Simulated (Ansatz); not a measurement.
Runs of Ansatz 0.2.0 on Na3Cl2. It takes space group Cmmm (No. 65, orthorhombic). The conventional cell has a = 3.520 Å, b = 20.341 Å, c = 3.528 Å, α = 90.00°, β = 90.00°, γ = 90.00°. Cl (site symmetry m2m) has 8 Na at 3.00 to 3.05 Å as nearest neighbours. Na (site symmetry m2m) has 4 Cl at 3.00 Å and 1 Na at 3.44 Å as nearest neighbours. Na (site symmetry mmm) is surrounded by 8 Cl at 3.05 Å and 2 Na at 3.44 Å. The cell comes from a database or a generator and needn't be the stable form of this composition.

```csv
level,gap on the mesh (eV),pressure (GPa),relaxed volume (Å³/atom)
r2SCAN+rVV10,none,0.0,24.08
r2SCAN,none,0.0,24.57
r2SCAN+D3(BJ),none,0.0,(b)
r2SCAN+D3(BJ)-ATM,none,0.0,23.96
r2SCAN+D4,none,0.0,(a)
```

Alike in all rows: task relaxation of cell and atoms; potentials or basis Ansatz PAW; no spin polarisation; cell relaxed; k mesh 8 × 8 × 8; cutoff (eV) 500; smearing fermi-dirac 0.05 eV.

Q: Fill in the values left out.

A: (a) 24.35; (b) 23.79.

Caveats: the plane-wave basis is chosen anew once the cell has moved, so the energies of steps on either side of that aren't comparable; an odd number of electrons without spin polarisation forces a metal; a magnetic or distorted state may lie lower; the PAW data sets come from PBE, with cores solved anew for the run's functional, which leaves a small shift of forces and pressure; pairwise dispersion overbinds metals, which lowers pressure and volume (some runs); the dispersion damping was fitted for another functional or another form of the correction (some runs).

A gap of «none» marks a metal or a gap under the smearing width.
